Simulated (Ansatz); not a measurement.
# TaSb (zincblende): equation of state

One table from this session's results is given with a row withheld; the runs are named, their logs left out.

Program: Ansatz 0.2.0. Level of theory: DFT r²SCAN, scalar-relativistic, plane waves, PAW. These are calculated values, not measurements.

2 further runs of the same task are left out: 2 that didn't finish. Runs told in other sessions of the task aren't counted.

## The structure to begin with

The structure is cubic, space group F-43m (No. 216). Conventional cell: a = 6.248 Å, b = 6.248 Å, c = 6.248 Å, α = 90.00°, β = 90.00°, γ = 90.00°. Ta (site symmetry -43m) has 4 Sb at 2.71 Å in its first shell of neighbours. Sb (site symmetry -43m) has 4 Ta at 2.71 Å in its first shell of neighbours.

As a file:

```
Ta Sb
1.0
     0.00000    3.12396    3.12396
     3.12396    0.00000    3.12396
     3.12396    3.12396    0.00000
Ta Sb
1 1
Direct
  0.00000 0.00000 0.00000
  0.25000 0.25000 0.25000
```

An earlier run at r²SCAN left this cell at 30.487 Å³/atom and 0.00 GPa (10×10×10 mesh).

Volume factors to run: 0.980, 1.020, 0.960, 1.040, 1.070.

The first run:

input.yaml

```yaml
crystal:
  lattice:
    - [0.0, 3.1029903037, 3.1029903037]
    - [3.1029903037, 0.0, 3.1029903037]
    - [3.1029903037, 3.1029903037, 0.0]
  atoms:
    - { symbol: Ta, position: [0.0, 0.0, 0.0] }
    - { symbol: Sb, position: [0.25, 0.25, 0.25] }
basis:
  ecutwfc: 500
  ecutrho_ratio: 4
kpoints:
  mp_grid: { grid: [10, 10, 10] }
hamiltonian:
  xc: r2scan
scf:
  occupations: { method: gaussian, width: 0.05 }
output:
  forces: true
  stress: true
  eigenvalues: true
```

Launch:

```
> ansatz run input.yaml --threads 2 --pin off --max-ram 2662MiB --backend cpu --events-out ev --progress --plain --runs-dir out
```

Steps of the session up to this table: Volume × 0.980; Scaling the volume by 1.020; At 0.960 of the relaxed volume; Volume × 1.040; Scaling the volume by 1.070.

One table of the session follows, with a row left open; its other results are not shown here.

It belongs to the step «The fit». 

| volume (Å³/atom) | energy (meV/atom) | pressure (GPa) |
| --- | --- | --- |
| 29.268 | 13.01 | 3.57 |
| 29.877 | 3.11 | 1.69 |
| 30.487 | 0.00 | 0.00 |
| 31.097 | ? | ? |
| 31.707 | 11.59 | -2.90 |
| 32.621 | 33.59 | -4.70 |

Q: Estimate the row for volume (Å³/atom) = 31.097 from the others.

Worked estimate for «energy (meV/atom)». A straight line through the neighbours (30.487, 0.00) and (31.707, 11.59) gives 0.00 + (11.59 − 0.00) × (31.097 − 30.487) / (31.707 − 30.487) = 5.80; a parabola fitted to 4 rows on both sides gives 3.14.

**Answer.** energy (meV/atom): 3.03; pressure (GPa): -1.53. In «energy (meV/atom)» the line misses by +2.77 and the parabola by +0.11.
